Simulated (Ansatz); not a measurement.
# C₂H₆AlF₃S: basis-set convergence

One table from this session's results is given with a row withheld; the runs are named, their logs left out.

Program: Ansatz 0.2.0, Gaussian basis. Level of theory: one geometry, several basis sets. These are calculated values, not measurements.

The runs, in order: PBE0-D4/def2-SVP; ωB97M-V/def2-SVP; PBE0-D4/def2-QZVPP; ωB97M-V/def2-QZVPP; the functionals' def2-TZVPP values are taken from earlier runs.

### Structure used throughout

An earlier PBE0-D4 in a triple-zeta def2 set relaxation fixed the geometry.

13 atoms, charge 0, spin multiplicity 1.

Atoms are counted from 1 here; the program's logs count them from 0.

Bond lengths: C1–S2 1.799 Å, C1–H8 1.090 Å, C1–H9 1.089 Å, C1–H10 1.089 Å, S2–C3 1.799 Å, S2–Al4 2.386 Å, C3–H11 1.090 Å, C3–H12 1.089 Å, C3–H13 1.089 Å, Al4–F5 1.653 Å, Al4–F6 1.653 Å, Al4–F7 1.663 Å. Angles: S2–C1–H8 106.7°, S2–C1–H9 110.0°, S2–C1–H10 109.3°, H8–C1–H9 109.7°, H8–C1–H10 109.7°, H9–C1–H10 111.2°, C1–S2–C3 101.5°, C1–S2–Al4 98.8°, C3–S2–Al4 98.6°, S2–C3–H11 106.7°, S2–C3–H12 110.0°, S2–C3–H13 109.3°, H11–C3–H12 109.7°, H11–C3–H13 109.7°, H12–C3–H13 111.2°, S2–Al4–F5 101.3°, S2–Al4–F6 101.5°, S2–Al4–F7 98.6° and more.

Set-up of the first run:

Input file in.yaml:

```yaml
crystal:
  periodic: [false, false, false]
  atoms:
    - {symbol: C, position_ang: [-0.628048, -1.559469, -0.120996]}
    - {symbol: S, position_ang: [0.256113, -0.219515, -0.932726]}
    - {symbol: C, position_ang: [1.675548, -0.016386, 0.153620]}
    - {symbol: Al, position_ang: [-1.058208, 1.611566, -0.150601]}
    - {symbol: F, position_ang: [-0.131184, 2.897468, -0.619312]}
    - {symbol: F, position_ang: [-2.495708, 1.336009, -0.918440]}
    - {symbol: F, position_ang: [-1.032271, 1.261794, 1.474506]}
    - {symbol: H, position_ang: [-1.573051, -1.677508, -0.650713]}
    - {symbol: H, position_ang: [-0.819798, -1.303024, 0.920336]}
    - {symbol: H, position_ang: [-0.045153, -2.476302, -0.200767]}
    - {symbol: H, position_ang: [2.213795, 0.864297, -0.196006]}
    - {symbol: H, position_ang: [1.341557, 0.140007, 1.178775]}
    - {symbol: H, position_ang: [2.316708, -0.893737, 0.077125]}
basis:
  gaussian: {orbitals: def2-SVP}
hamiltonian: {xc: pbe0, dispersion: d4}
output: {orbitals: {seedname: orbitals}}
```

Command:

```
> ansatz run in.yaml --threads 4 --pin off --events-out ev --progress --plain --max-ram 11315MiB
```

Among the steps run: PBE0-D4 in def2-SVP; ωB97M-V in def2-SVP; PBE0-D4 in def2-QZVPP; ωB97M-V in def2-QZVPP.

One table of the session follows, with a row left open; its other results are not shown here.

It belongs to the step «Density functionals: the series». 

```
functional       basis  HOMO (eV)  LUMO (eV)
   PBE0-D4    def2-SVP          ?          ?
   PBE0-D4  def2-TZVPP      -8.75      -0.29
   PBE0-D4  def2-QZVPP      -8.77      -0.43
   ωB97M-V    def2-SVP     -10.94       2.20
   ωB97M-V  def2-TZVPP     -10.94       1.64
   ωB97M-V  def2-QZVPP     -10.96       1.19
```

Estimate the missing values for PBE0-D4, def2-SVP.

As computed: HOMO (eV): -8.77; LUMO (eV): 0.11.
